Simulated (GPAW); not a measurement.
## BaZrO3 in GPAW: the effect of target pressure

Crystal: BaZrO3.

```
CELL_PARAMETERS angstrom
4.19134 0.00000 0.00000
0.00000 4.19134 0.00000
0.00000 0.00000 4.19134
ATOMIC_POSITIONS crystal
Ba 0.00000 0.00000 0.00000
Zr 0.50000 0.50000 0.50000
O 0.50000 0.50000 0.00000
O 0.50000 0.00000 0.50000
O 0.00000 0.50000 0.50000
```

Alike in all runs:

- Program: GPAW 26.7.0
- Task: relaxation of cell and atoms
- Functional: PBEsol
- Potentials or basis: PAW data sets generated in the run's folder for this functional
- Cutoff: 800 eV
- Basis: pw
- k mesh: 6 × 6 × 6
- Occupations: fermi-dirac, width 0.05 eV
- Spin: no spin polarisation

Each run relaxes the cell or the atoms first.

| target pressure | target pressure | relaxed volume (Å³/atom) | gap on the mesh (eV) |
| --- | --- | --- | --- |
| 0 GPa | - | 14.58 | 3.13 |
| 2 GPa | 2 GPa | 14.41 | 3.16 |
| 5 GPa | 5 GPa | ? | ? |
| 10 GPa | 10 GPa | 13.82 | 3.24 |
| 20 GPa | 20 GPa | 13.23 | 3.32 |
| 30 GPa | 30 GPa | 12.72 | 3.34 |

Q: What does the run with target pressure 5 GPa give?

A: Relaxed volume 14.17 Å³/atom; gap on the mesh 3.19 eV.

Worked out: In Murnaghan's law V^(-B') rises as a straight line in P. The other rows fit best with B' = 3.5, V0 = 14.58 Å³/atom and B0 = 172 GPa, which gives 14.18 Å³/atom at 5 GPa, against the run's 14.17. A parabola through the other rows of the gap on the mesh, of slope 0.0115 eV per GPa there, gives 3.19 eV, against the run's 3.19.

Caveats: later steps reuse the first step's grids; spin-orbit coupling is left out, which moves the levels of the heavy elements.

A k mesh can miss the band edges.
